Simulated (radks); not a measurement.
**Ionisation of Rh⁺: one atom, several choices of exchange strength α**

One table from this session's results is given with a row withheld; the runs are named, their logs left out.

The numbers are computed with radks (a radial shooting solver on a logarithmic mesh, Libxc functionals) version 1 (scalar-relativistic Kohn-Sham, spin-unpolarised, spherical densities, finite nucleus), except any that are marked as measured or tabulated.

## Starting point

```
element       : rhodium (Z = 45)
charge        : +1
electrons     : 44
configuration : [Kr] 4d8
ion           : Rh²⁺, [Kr] 4d7
choices       : α = 0.57; α = 0.614; α = 0.666; α = 0.667; α = 0.844; α = 0.865; α = 1.001
```

The outer shells:

Rh⁺
```
[Kr] core
4d [↑↓][↑↓][↑↓][↑ ][↑ ]
```

Rh²⁺
```
[Kr] core
4d [↑↓][↑↓][↑ ][↑ ][↑ ]
```

The first run:

Input:

```text
Z 45
configuration [Kr] 4d8
relativity scalar-relativistic
functional xalpha 0.57
spin unpolarised
nucleus finite rms 4.4945 fm
c 137.035999084
```

Among the steps run: α = 0.57: Rh⁺.

One of the session's tables, all rows but one given; the rest of the session is left out.

It belongs to the step «α = 0.57: Rh⁺». Radial moments (bohr):

| level | <r> | outermost maximum (interpolated) | 90 % within | nodes |
| --- | --- | --- | --- | --- |
| 2s | 0.1423 | 0.120 | 0.220 | 1 |
| 2p | 0.1240 | 0.0959 | 0.202 | 0 |
| 3s | 0.3927 | 0.353 | 0.579 | 2 |
| 3p | 0.3926 | 0.346 | 0.592 | 1 |
| 3d | ? | ? | ? | ? |
| 4s | 0.9839 | 0.883 | 1.43 | 3 |
| 4p | 1.089 | 0.947 | 1.62 | 2 |
| 4d | 1.604 | 1.16 | 2.63 | 1 |

**Question.** Estimate the row for 3d.

The run gave: <r>: 0.3727; outermost maximum (interpolated): 0.292; 90 % within: 0.593; nodes: 0. In the column «<r>» it lies between 2s (0.1423) and 3p (0.3926).

Limits of these values: Spin polarisation and multiplet splitting are left out, so open shells lie too high by an amount that depends on their filling.
